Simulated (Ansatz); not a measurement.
# BFH5NOSi: rigid torsion scan from a Python script

Wanted for BFH5NOSi: a rigid torsion scan.

All numbers are computed with Ansatz 0.2.0 through its Python package. Level of theory: Hartree-Fock/cc-pVDZ.

### 1 Starting point

Bond lengths: N1–B2 1.458 Å, B2–O3 1.457 Å, O3–Si4 1.786 Å, Si4–F5 1.721 Å, N1–H6 1.026 Å, N1–H7 1.067 Å, B2–H8 1.182 Å, Si4–H9 1.484 Å, Si4–H10 1.400 Å. Angles: N1–B2–O3 119.7°, N1–B2–H8 121.0°, O3–B2–H8 119.2°, B2–N1–H6 112.1°, B2–N1–H7 108.5°, H6–N1–H7 106.7°, B2–O3–Si4 106.7°, O3–Si4–F5 104.9°, O3–Si4–H9 110.7°, O3–Si4–H10 110.0°, F5–Si4–H9 108.7°, F5–Si4–H10 109.4°, H9–Si4–H10 112.8°.

The script holds or builds the structure itself.

### 2 The code

The input, torsion_bfh5nosi.py:

```python
"""Energy of BFH5NOSi as one group turns about a bond."""

from dataclasses import dataclass
import warnings

import ansatz as az
from ase import Atoms


@dataclass
class Settings:
    basis: str = "cc-pVDZ"
    xc: str = "hf"
    fmax: float = 0.02


settings = Settings()

warnings.simplefilter("ignore", az.DeckWarning)

atoms = Atoms(["N", "B", "O", "Si", "F", "H", "H", "H", "H", "H"], positions=[
    (-1.7691, -0.4627, 0.1898),
    (-0.3864, -0.9263, 0.1844),
    (0.4664, -0.642, -0.9617),
    (1.4188, 0.8105, -0.5447),
    (0.2803, 2.1006, -0.5416),
    (-2.4361, -1.239, 0.2658),
    (-1.9168, 0.1531, 1.0489),
    (0.0407, -1.5775, 1.0734),
    (1.9984, 0.6847, 0.816),
    (2.3869, 1.0475, -1.5273),
])

# relax first, so that the scan starts from a minimum
first = (
    az.Crystal.molecule_from_ase(atoms).calculation()
    .basis(gaussian=settings.basis)
    .functional(settings.xc)
    .relax(force_tolerance=settings.fmax, max_steps=80)
)
atoms.positions = first.run(threads=1, pin="off").report["positions_ang"]

start = atoms.get_dihedral(1, 2, 3, 4)
energies = {}
for turn in range(0, 360, 30):
    turned = atoms.copy()
    turned.set_dihedral(1, 2, 3, 4, start + turn, indices=[3, 4, 8, 9])
    base = (
        az.Crystal.molecule_from_ase(turned).calculation()
        .basis(gaussian=settings.basis)
        .functional(settings.xc)
    )
    energies[round((start + turn) % 360)] = base.run(threads=1, pin="off").report["free_energy_ev"]
floor = min(energies.values())
print("dihedral B1-O2-Si3-F4 (deg)   E - E(min) (kcal/mol)")
for angle, e in sorted(energies.items()):
    print(f"{angle:8d} {23.060548 * (e - floor):14.3f}  " + "#" * int(30 * (e - floor) / max(max(energies.values()) - floor, 1e-9)))
```

### 3 The input behind the calls

The package turns the script's settings into the engine's input (first run):

```yaml
crystal:
  periodic: [false, false, false]
  atoms:
    - { symbol: "N", position_ang: [-1.7691, -0.4627, 0.1898] }
    - { symbol: B, position_ang: [-0.3864, -0.9263, 0.1844] }
    - { symbol: O, position_ang: [0.4664, -0.642, -0.9617] }
    - { symbol: Si, position_ang: [1.4188, 0.8105, -0.5447] }
    - { symbol: F, position_ang: [0.2803, 2.1006, -0.5416] }
    - { symbol: H, position_ang: [-2.4361, -1.239, 0.2658] }
    - { symbol: H, position_ang: [-1.9168, 0.1531, 1.0489] }
    - { symbol: H, position_ang: [0.0407, -1.5775, 1.0734] }
    - { symbol: H, position_ang: [1.9984, 0.6847, 0.816] }
    - { symbol: H, position_ang: [2.3869, 1.0475, -1.5273] }
basis:
  gaussian:
    orbitals: cc-pVDZ
hamiltonian:
  xc: hf
relax:
  f_tol: 0.02
  max_steps: 80
```

### 4 Running it

Command:

```console
$ python torsion_bfh5nosi.py
```

Q: Predict the main results. Wanted: range of energy; lowest point, turn.

**Answer**, as computed:

| quantity | value |
| --- | --- |
| runs compared | 12 |
| range of energy | 0.061 eV |
| lowest point, turn (°) | 0 |

**Reading.** The lowest point lies at a turn of 0°, the highest 0.061 eV (5.9 kJ/mol) above it at 270°. The grid can miss the true lowest and highest points, and the rest of the molecule is held rigid. Run 0: After 24 moves the largest shift is 1.929 Å, of atom 7 (H). So large a move can change the bonding: the results belong to the relaxed structure. The scan is rigid and the energies are electronic, in a modest basis. With rigid groups the curve can differ much from the relaxed path, the start wasn't checked as a minimum of this torsion, and equivalent turns needn't return to the same energy.
